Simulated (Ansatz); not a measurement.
# CH₆ClGeNO: taking an electron away

An exercise on one series of results from a longer session: the logs are not shown, and one member is left open.

The runs use Ansatz 0.2.0, Gaussian basis; unrestricted cation, the program's frozen cores in correlated methods.

Levels to be run: UKS PBE-D4/def2-TZVPP; UKS r2SCAN-D4/def2-TZVPP; UKS PBE0-D4/def2-TZVPP; UKS B3LYP-D4/def2-TZVPP; UKS wB97X-V/def2-TZVPP; UKS wB97M-V/def2-TZVPP; UKS B2PLYP/def2-TZVPP; UHF-CCSD(T)/def2-TZVPP; UHF-MP2/def2-QZVPP; extrapolation to the limit; then −ε(HOMO) from the neutral's earlier runs with LDA (SPW92), PBE-D4, revPBE-D4, BLYP-D4, r2SCAN-D4, B97M-V, PBE0-D4, B3LYP-D4, r2SCANh-D4, r2SCAN0-D4, HSE06-D4, BHLYP-D4, CAM-B3LYP-D4, LC-ωPBE, ωB97X-V, ωB97M-V.

## The relaxed structure

All runs share one geometry, relaxed beforehand with PBE0-D4 in a triple-zeta def2 set.

SMILES `C[O][GeH]([NH2])[Cl]`, 11 atoms, charge 0, spin multiplicity 1.

Atoms are counted from 1 here; the program's logs count them from 0.

Bond lengths: C1–O2 1.413 Å, C1–H6 1.092 Å, C1–H7 1.097 Å, C1–H8 1.096 Å, O2–Ge3 1.762 Å, Ge3–N4 1.816 Å, Ge3–Cl5 2.149 Å, Ge3–H9 1.533 Å, N4–H10 1.011 Å, N4–H11 1.010 Å. Angles: O2–C1–H6 107.5°, O2–C1–H7 111.9°, O2–C1–H8 112.1°, H6–C1–H7 108.1°, H6–C1–H8 108.6°, H7–C1–H8 108.5°, C1–O2–Ge3 118.3°, O2–Ge3–N4 107.9°, O2–Ge3–Cl5 102.5°, O2–Ge3–H9 113.4°, N4–Ge3–Cl5 114.1°, N4–Ge3–H9 109.7°, Cl5–Ge3–H9 109.1°, Ge3–N4–H10 114.8°, Ge3–N4–H11 115.1°, H10–N4–H11 109.3°.

Set-up of the first run:

File in.yaml:

```yaml
crystal:
  periodic: [false, false, false]
  atoms:
    - {symbol: C, position_ang: [-0.841920, 0.750753, 1.401822]}
    - {symbol: O, position_ang: [-0.697721, 0.988428, 0.016332]}
    - {symbol: Ge, position_ang: [0.637536, 0.210425, -0.830066]}
    - {symbol: N, position_ang: [0.420762, -1.586233, -0.684607]}
    - {symbol: Cl, position_ang: [0.421089, 0.960373, -2.831963]}
    - {symbol: H, position_ang: [-1.755712, 1.251545, 1.727505]}
    - {symbol: H, position_ang: [-0.003084, 1.162888, 1.976966]}
    - {symbol: H, position_ang: [-0.927671, -0.317355, 1.629716]}
    - {symbol: H, position_ang: [2.015773, 0.609605, -0.290260]}
    - {symbol: H, position_ang: [-0.417859, -1.948542, -1.117319]}
    - {symbol: H, position_ang: [1.214109, -2.138988, -0.977526]}
basis:
  gaussian: {orbitals: def2-TZVPP}
total_charge: 1
magnetization: {spin_polarized: true, initial_magnetization: 1}
hamiltonian: {xc: pbe, dispersion: d4}
```

The run is started by

```bash
> ansatz run in.yaml --threads 2 --pin off --events-out ev --progress --plain --max-ram 31744MiB --backend cpu
```

Steps of the session up to this table: Cation, UKS PBE-D4/def2-TZVPP; Cation, UKS r2SCAN-D4/def2-TZVPP; Cation, UKS PBE0-D4/def2-TZVPP; Cation, UKS B3LYP-D4/def2-TZVPP; Cation, UKS wB97X-V/def2-TZVPP; Cation, UKS wB97M-V/def2-TZVPP; Cation, UKS B2PLYP (frozen core)/def2-TZVPP; Cation, UHF-CCSD(T)/def2-TZVPP; Cation, UHF-MP2/def2-QZVPP.

One table of the session follows, with a row left open; its other results are not shown here.

It belongs to the step «Ionisation energies side by side». Orbital estimates, from the neutral's runs:

```
  functional  −ε(HOMO) (eV)
 LDA (SPW92)           6.62
      PBE-D4           6.48
   revPBE-D4           6.42
     BLYP-D4           6.37
   r2SCAN-D4           6.82
      B97M-V           6.93
     PBE0-D4              ?
    B3LYP-D4           7.73
  r2SCANh-D4           7.39
  r2SCAN0-D4           8.23
    HSE06-D4           7.59
    BHLYP-D4           9.37
CAM-B3LYP-D4           9.42
     LC-ωPBE          10.83
     ωB97X-V          10.46
     ωB97M-V          10.35
```

Q: Estimate the row for PBE0-D4 from the others.

The run gave: −ε(HOMO) (eV): 7.99. In the column «−ε(HOMO) (eV)» it lies between B3LYP-D4 (7.73) and r2SCAN0-D4 (8.23).
